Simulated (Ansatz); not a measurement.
# CoO: a response run at many settings

Aim: for CoO, vary one setting at a time.

Program: Ansatz 0.2.0. Level of theory: DFT PBE+U, scalar-relativistic, plane waves, PAW. These are calculated values, not measurements.

1 further run of the same task is left out (set aside as unsound or not needed).

## Step 1: Starting point

It takes space group R-3m (No. 166, trigonal). The conventional cell has a = 3.074 Å, b = 3.074 Å, c = 7.420 Å, α = 90.00°, β = 90.00°, γ = 120.00°. Co (site symmetry -3m) has 6 O at 2.16 Å as nearest neighbours. O (site symmetry -3m) is surrounded by 6 Co at 2.16 Å.

Structure file:

```
CELL_PARAMETERS angstrom
1.53691 0.88734 2.47343
-1.53691 0.88734 2.47343
0.00000 -1.77468 2.47343
ATOMIC_POSITIONS crystal
Co 0.00000 0.00000 0.00000
O 0.50000 0.50000 0.50000
```

It goes back to an entry of the Materials Project, which need not be the stable form.

It is the result of an earlier relaxation at this level (volume 10.12 Å³/atom; gap on the mesh: 1.17 eV, site moments up to 2.6 μB).

## Step 2: The reference run

input.yaml

```yaml
crystal:
  lattice:
    - [1.5369143799, 0.8873379309, 2.4734269516]
    - [-1.5369143799, 0.8873379309, 2.4734269516]
    - [0.0, -1.7746758619, 2.4734269516]
  atoms:
    - { symbol: Co, position: [0.0, 0.0, 0.0], spin: 2.88 }
    - { symbol: O, position: [0.5, 0.5, 0.5], spin: 0.24 }
basis:
  ecutwfc: 420
kpoints:
  mp_grid: { grid: [12, 12, 12] }
hamiltonian:
  xc: pbe
  hubbard: { sites: [{ species: Co, l: d, u_eff: 3.32 }] }
scf:
  occupations: { method: gaussian, width: 0.02 }
output:
  forces: true
  stress: true
  eigenvalues: true
  populations: true
magnetization:
  spin_polarized: true
elastic:
  mode: relaxed_ion
  stencil: two_point
```

This input was run earlier.

## Step 3: Trial: k mesh 3×3×3

Changes to input.yaml since step 2:

```diff
@@ -11,3 +11,3 @@
 kpoints:
-  mp_grid: { grid: [12, 12, 12] }
+  mp_grid: { grid: [3, 3, 3] }
 hamiltonian:
```

On the command line:

```console
> ansatz run input.yaml --threads 1 --pin off --max-ram 3072MiB --backend cpu --events-out ev --progress --plain --runs-dir out
```

The program printed:

```text
[... 141 lines left out ...]
SCF 8 converged in 12 iterations: F = -5691.346136 eV  dr2 = 1.26e-14
SCF converged after 8 iterations
Magnetization: 3.0000 μB (13.0000 up, 10.0000 down)
Absolute magnetization: 3.0096 μB (∫|ρ↑−ρ↓|, with the PAW one-centre terms)
Spin contamination: 0.0031 ħ² per cell (⟨S²⟩ above its minimum at these occupations)
Per-site moments (μB) at R_I (Å): [(2.6113008612584343, 0.8922723640553564), (0.23699685117637243, 0.8922723640553564)]
Free energy (F): -5691.346262 eV
Harris-Foulkes:  -5691.346262 eV  (|F-HF|=1.82e-12)
Internal energy: -5691.346262 eV  (E = F + TS)
E sigma→0 (E₀):  -5691.346262 eV
Fermi energy:    12.947015 eV
--- Per-component energies (eV) ---
  E_band       = -334.837190
  E_kinetic    = 615.617306
  E_local      = -3501.347944  (includes V_loc(G=0)·N_el)
  E_nonlocal   = 514.628694
  E_hartree    = 1434.430466
  E_xc         = -228.218902
  E_vxc        = -293.197594  (∫ρ·V_xc dr)
  E_hubbard    = 0.500911  (on-site DFT+U / exact-exchange correction)
  E_vhub       = -11.081187  (the Hubbard potential's part of the band-sum identity)
  E_paw        = -1676.983490  (= ΣΔE_a)
  E_vpaw       = -528.319830  (= ΣTr[D̂ρ^β])
  E_aug_tail   = 0.002431  (compensation charges beyond the density's cutoff)
  E_ewald      = -2849.975733
  E_smearing   = -0.000000  (= −TS)
  E_closure    = 0.000000  (closes the sum)
  Σ components = -5691.346262   (vs F -5691.346262, Δ=0.00e0)
--- Forces (eV/Å), atoms counted from 1 ---
  atom   1  Co     0.00000000     0.00000000     0.00000000
  atom   2  O     -0.00000000     0.00000000     0.00000000
  max |Σ_I F_I| component: 8.41e-30 eV/Å
--- Stress (GPa, compression-positive) ---
       -0.196521       0.000000      -0.000000
        0.000000      -0.196521      -0.000000
       -0.000000      -0.000000      -0.151451
  P = ⅓ Tr σ = -0.1815 GPa (-1.815 kbar)
--- Band table (eV; the first three rows and the last of 12) ---
  k-point 0 ↑: bands = ["-84.1539", "-47.9117", "-47.1612", "-47.1612", "-6.4875", "7.2629", "7.8560", "7.8560", "8.4962", "8.4962", "10.4241", "10.4241", "10.4617", "13.7437", "29.4951", "30.6038", "30.6038", "30.6364"]
  k-point 1 ↑: bands = ["-84.1525", "-47.9175", "-47.1810", "-47.1640", "-5.6418", "5.8011", "6.4802", "6.5511", "7.8826", "8.8887", "9.8238", "12.0537", "12.1499", "17.3996", "22.8654", "26.9710", "26.9851", "32.1971"]
  k-point 2 ↑: bands = ["-84.1515", "-47.9250", "-47.1770", "-47.1700", "-5.6111", "5.9907", "7.1442", "8.0841", "8.2769", "8.5338", "9.7787", "10.0333", "10.2594", "18.5141", "23.1860", "24.8580", "28.0099", "28.0452"]
  k-point 5 ↓: bands = ["-80.8752", "-44.4124", "-44.1368", "-44.1230", "-4.7459", "7.2336", "7.8375", "9.0798", "10.8931", "11.0034", "14.8113", "15.2682", "16.0751", "21.6103", "22.1159", "23.2380", "27.7733", "32.1953"]
Occupation matrices written to <dir>
--- Elastic constants: 3 strain directions × 2 members + reference (group order 12) ---
  dense FFT box of the reference and of every strained cell: 24×24×24
  strains applied: 11, 33, 23; error gains: componentwise 1.00 (the most a stress slope's error grows in a printed constant), spectral 1.41 (1 for all six strains in a standard setting)
  C = ∂σ_k/∂η_j (tension-positive GPa; Voigt order 11 22 33 23 13 12):
       255.846    131.033    121.340      6.732      0.000      0.000
       131.033    255.846    121.340     -6.732      0.000      0.000
       121.754    121.754    262.919     -0.000      0.000      0.000
         6.312     -6.312     -0.000     69.965      0.000      0.000
         0.000      0.000      0.000      0.000     69.965      6.312
         0.000     -0.000      0.000      0.000      6.732     62.406
  reference stress σ⁰ (GPa):      0.197      0.197      0.151      0.000      0.000     -0.000
  C* (energy form; C + prestress term) asymmetry max|C*_kj − C*_jk| = 4.204e-1 GPa — a small one proves nothing (zero by symmetry where the batch's group is 432, −43m or m−3m); a large one is finite-difference/SCF noise where every solve meets its electron count
  moduli (Voigt/Reuss/Hill, GPa): K = 169.21/169.20/169.21   G = 67.17/66.40/66.78   E = 177.06   ν = 0.326
  mechanically stable: yes (min eigenvalue of sym C = 58.65 GPa)
  strain η (Voigt 11):  stress-route row diagonal C_11 = 255.85 GPa, energy-path curvature d²(F+E_count+ΔE)/dδ²/Ω₀ = 264.89 GPa
         δ    σ_11 (GPa)             F (eV)   n_scf  n_hpsi   n_pw
    -2.000e-3      -0.3163       -5691.3462240      16   10942    402   relax 0 steps, max|allowed force component| 6.55e-29 eV/Å
     2.000e-3       0.7071       -5691.3461785      12    9082    402   relax 0 steps, max|allowed force component| 1.48e-28 eV/Å
  strain η (Voigt 33):  stress-route row diagonal C_33 = 262.92 GPa, energy-path curvature d²(F+E_count+ΔE)/dδ²/Ω₀ = 264.02 GPa
         δ    σ_33 (GPa)             F (eV)   n_scf  n_hpsi   n_pw
    -2.000e-3      -0.3801       -5691.3460165      10    4387    402   relax 0 steps, max|allowed force component| 1.88e-29 eV/Å
     2.000e-3       0.6715       -5691.3459758       8    3836    402   relax 0 steps, max|allowed force component| 5.26e-31 eV/Å
  strain η (Voigt 23):  stress-route row diagonal C_44 = 69.96 GPa, energy-path curvature d²(F+E_count+ΔE)/dδ²/Ω₀ = 72.75 GPa
         δ    σ_23 (GPa)             F (eV)   n_scf  n_hpsi   n_pw
    -2.000e-3      -0.1410       -5691.3461128      14   10832    402   relax 0 steps, max|allowed force component| 0.00e0 eV/Å
     2.000e-3       0.1388       -5691.3461363      12    9526    402   relax 0 steps, max|allowed force component| 3.94e-31 eV/Å
--- Löwdin populations: 2 sites ---
  site symbol       q [e]    m [muB]
     0     Co     15.8066     2.7049
     1      O      7.0707     0.2940
  spilling = 0.005334 (of n_electrons = 23.000000)
```

Wall time 9.7 s (1 thread of Arm Neoverse V2, shared host); peak memory 0.3 GiB.

## Step 4: The same with four-point strain stencil

Changes to input.yaml since step 3:

```diff
@@ -11,3 +11,3 @@
 kpoints:
-  mp_grid: { grid: [3, 3, 3] }
+  mp_grid: { grid: [12, 12, 12] }
 hamiltonian:
@@ -26,2 +26,2 @@
   mode: relaxed_ion
-  stencil: two_point
+  stencil: four_point
```

On the command line:

```console
> ansatz run input.yaml --threads 1 --pin off --max-ram 3072MiB --backend cpu --events-out ev --progress --plain --runs-dir out
```

The program printed:

```text
[... 189 lines left out ...]
SCF 15 converged in 5 iterations: F = -5691.416595 eV  dr2 = 3.29e-14
SCF converged after 8 iterations
Magnetization: 3.0000 μB (13.0000 up, 10.0000 down)
Absolute magnetization: 3.0056 μB (∫|ρ↑−ρ↓|, with the PAW one-centre terms)
Spin contamination: 0.0033 ħ² per cell (⟨S²⟩ above its minimum at these occupations)
Per-site moments (μB) at R_I (Å): [(2.616440510983612, 0.8922723640553564), (0.2213798709217803, 0.8922723640553564)]
Free energy (F): -5691.416620 eV
Harris-Foulkes:  -5691.416620 eV  (|F-HF|=9.09e-13)
Internal energy: -5691.416620 eV  (E = F + TS)
E sigma→0 (E₀):  -5691.416620 eV
Fermi energy:    13.132638 eV
--- Per-component energies (eV) ---
  E_band       = -335.343374
  E_kinetic    = 615.529607
  E_local      = -3500.710827  (includes V_loc(G=0)·N_el)
  E_nonlocal   = 514.400416
  E_hartree    = 1433.980188
  E_xc         = -228.299350
  E_vxc        = -293.303737  (∫ρ·V_xc dr)
  E_hubbard    = 0.492541  (on-site DFT+U / exact-exchange correction)
  E_vhub       = -11.086296  (the Hubbard potential's part of the band-sum identity)
  E_paw        = -1676.835879  (= ΣΔE_a)
  E_vpaw       = -528.135338  (= ΣTr[D̂ρ^β])
  E_aug_tail   = 0.002418  (compensation charges beyond the density's cutoff)
  E_ewald      = -2849.975733
  E_smearing   = -0.000000  (= −TS)
  E_closure    = 0.000000  (closes the sum)
  Σ components = -5691.416620   (vs F -5691.416620, Δ=0.00e0)
--- Forces (eV/Å), atoms counted from 1 ---
  atom   1  Co    -0.00000000     0.00000000    -0.00000000
  atom   2  O     -0.00000000     0.00000000    -0.00000000
  max |Σ_I F_I| component: 2.10e-29 eV/Å
--- Stress (GPa, compression-positive) ---
        0.002007       0.000000      -0.000000
        0.000000       0.002007       0.000000
       -0.000000       0.000000       0.000278
  P = ⅓ Tr σ = 0.0014 GPa (0.014 kbar)
--- Band table (eV; the first three rows and the last of 378) ---
  k-point 0 ↑: bands = ["-84.1628", "-47.9089", "-47.1750", "-47.1750", "-6.5245", "7.2599", "7.8474", "7.8474", "8.4880", "8.4880", "10.3853", "10.3853", "10.4178", "13.7161", "29.4652", "30.5864", "30.5864", "30.6202"]
  k-point 1 ↑: bands = ["-84.1626", "-47.9094", "-47.1767", "-47.1752", "-6.4561", "7.2530", "7.6938", "7.7004", "8.3516", "8.4861", "10.0440", "10.6093", "10.6105", "14.2607", "27.9462", "30.3060", "30.3170", "31.2614"]
  k-point 2 ↑: bands = ["-84.1622", "-47.9108", "-47.1816", "-47.1759", "-6.2632", "7.0993", "7.3130", "7.4107", "7.9070", "8.5614", "9.6727", "11.0621", "11.1060", "15.3653", "25.9323", "29.3168", "29.3324", "31.5924"]
  k-point 188 ↓: bands = ["-80.8793", "-44.4232", "-44.1247", "-44.1247", "-4.9373", "6.1537", "9.0762", "9.0762", "10.8479", "10.8479", "15.0127", "16.6114", "16.6114", "18.1872", "22.9937", "26.2991", "26.2991", "33.4557"]
Occupation matrices written to <dir>
--- Elastic constants: 3 strain directions × 4 members + reference (group order 12) ---
  dense FFT box of the reference and of every strained cell: 24×24×24
  strains applied: 11, 33, 23; error gains: componentwise 1.00 (the most a stress slope's error grows in a printed constant), spectral 1.41 (1 for all six strains in a standard setting)
  C = ∂σ_k/∂η_j (tension-positive GPa; Voigt order 11 22 33 23 13 12):
       254.656    130.258    123.581      4.593      0.000      0.000
       130.258    254.656    123.581     -4.593      0.000      0.000
       123.510    123.510    260.818      0.000      0.000      0.000
         4.624     -4.624      0.000     71.241      0.000      0.000
         0.000      0.000      0.000      0.000     71.241      4.624
        -0.000      0.000      0.000      0.000      4.593     62.199
  reference stress σ⁰ (GPa):     -0.002     -0.002     -0.000     -0.000      0.000     -0.000
  C* (energy form; C + prestress term) asymmetry max|C*_kj − C*_jk| = 6.961e-2 GPa — a small one proves nothing (zero by symmetry where the batch's group is 432, −43m or m−3m); a large one is finite-difference/SCF noise where every solve meets its electron count
  moduli (Voigt/Reuss/Hill, GPa): K = 169.43/169.43/169.43   G = 67.12/66.61/66.86   E = 177.27   ν = 0.326
  mechanically stable: yes (min eigenvalue of sym C = 60.26 GPa)
  strain η (Voigt 11):  stress-route row diagonal C_11 = 254.66 GPa, energy-path curvature d²(F+E_count+ΔE)/dδ²/Ω₀ = 255.18 GPa
    cells at ±δ against ±2δ: C31 123.47 and 123.35 GPa, apart by 0.05 % of the column's largest entry
         δ    σ_11 (GPa)             F (eV)   n_scf  n_hpsi   n_pw
    -4.000e-3      -1.0333       -5691.4163391      18  607449    402   relax 0 steps, max|allowed force component| 0.00e0 eV/Å
    -2.000e-3      -0.5150       -5691.4165326       5  235695    403   relax 0 steps, max|allowed force component| 6.53e-29 eV/Å
     2.000e-3       0.5035       -5691.4165541       7  301348    406   relax 0 steps, max|allowed force component| 1.48e-28 eV/Å
     4.000e-3       1.0031       -5691.4163528      11  395640    406   relax 0 steps, max|allowed force component| 0.00e0 eV/Å
  strain η (Voigt 33):  stress-route row diagonal C_33 = 260.82 GPa, energy-path curvature d²(F+E_count+ΔE)/dδ²/Ω₀ = 259.94 GPa
    cells at ±δ against ±2δ: C33 260.74 and 260.50 GPa, apart by 0.09 % of the column's largest entry
         δ    σ_33 (GPa)             F (eV)   n_scf  n_hpsi   n_pw
    -4.000e-3      -1.0470       -5691.4163424      10  143458    404   relax 0 steps, max|allowed force component| 1.31e-30 eV/Å
    -2.000e-3      -0.5236       -5691.4165133       6  105515    404   relax 0 steps, max|allowed force component| 2.21e-29 eV/Å
     2.000e-3       0.5194       -5691.4165579       5   93150    404   relax 0 steps, max|allowed force component| 1.42e-29 eV/Å
     4.000e-3       1.0370       -5691.4163885       8  114451    411   relax 0 steps, max|allowed force component| 2.37e-30 eV/Å
  strain η (Voigt 23):  stress-route row diagonal C_44 = 71.24 GPa, energy-path curvature d²(F+E_count+ΔE)/dδ²/Ω₀ = 70.58 GPa
    cells at ±δ against ±2δ: C44 71.18 and 70.98 GPa, apart by 0.28 % of the column's largest entry
         δ    σ_23 (GPa)             F (eV)   n_scf  n_hpsi   n_pw
    -4.000e-3      -0.2841       -5691.4165377      15  545365    404   relax 0 steps, max|allowed force component| 0.00e0 eV/Å
    -2.000e-3      -0.1424       -5691.4165949       5  234824    404   relax 0 steps, max|allowed force component| 0.00e0 eV/Å
     2.000e-3       0.1423       -5691.4165985       6  288428    404   relax 0 steps, max|allowed force component| 3.94e-31 eV/Å
     4.000e-3       0.2837       -5691.4165383      11  387726    405   relax 0 steps, max|allowed force component| 0.00e0 eV/Å
--- Löwdin populations: 2 sites ---
  site symbol       q [e]    m [muB]
     0     Co     15.7984     2.7134
     1      O      7.0725     0.2810
  spilling = 0.005612 (of n_electrons = 23.000000)
```

Wall time 5.2 min (1 thread of Arm Neoverse V2, shared host); peak memory 1.2 GiB.

## Step 5: Cost and shift, setting by setting

The elastic coefficients (GPa), the largest shift from the reference and the CPU time:

| setting | C11 | C12 | C44 | C33 | C13 | C66 | largest shift (GPa) | CPU time |
| --- | --- | --- | --- | --- | --- | --- | --- | --- |
| reference settings | 254.6 | 130.2 | 71.2 | 260.7 | 123.5 | 62.2 | 0 | 3.7 min |
| k mesh 3×3×3 | 255.8 | 131.0 | 70.0 | 262.9 | 121.3 | 62.4 | 2.2 | 9.7 s |
| four-point strain stencil | 254.7 | 130.3 | 71.2 | 260.8 | 123.6 | 62.2 | 0.1 | 5.2 min |

## Step 6: Summary of results

```
        quantity                   value
  settings tried                       2
without a result                       0
   largest shift  2.2 GPa (k mesh 3×3×3)
```

The setting that moves the result most is this one: k mesh 3×3×3, by 2.2 GPa. The run with k mesh 3×3×3 stays within 1 % of the largest value at 4 % of the CPU time (shared host, so times are rough). Finer settings test the reference itself: four-point strain stencil shifts it by 0.1 GPa. The magnetic state reached may not be the lowest one.
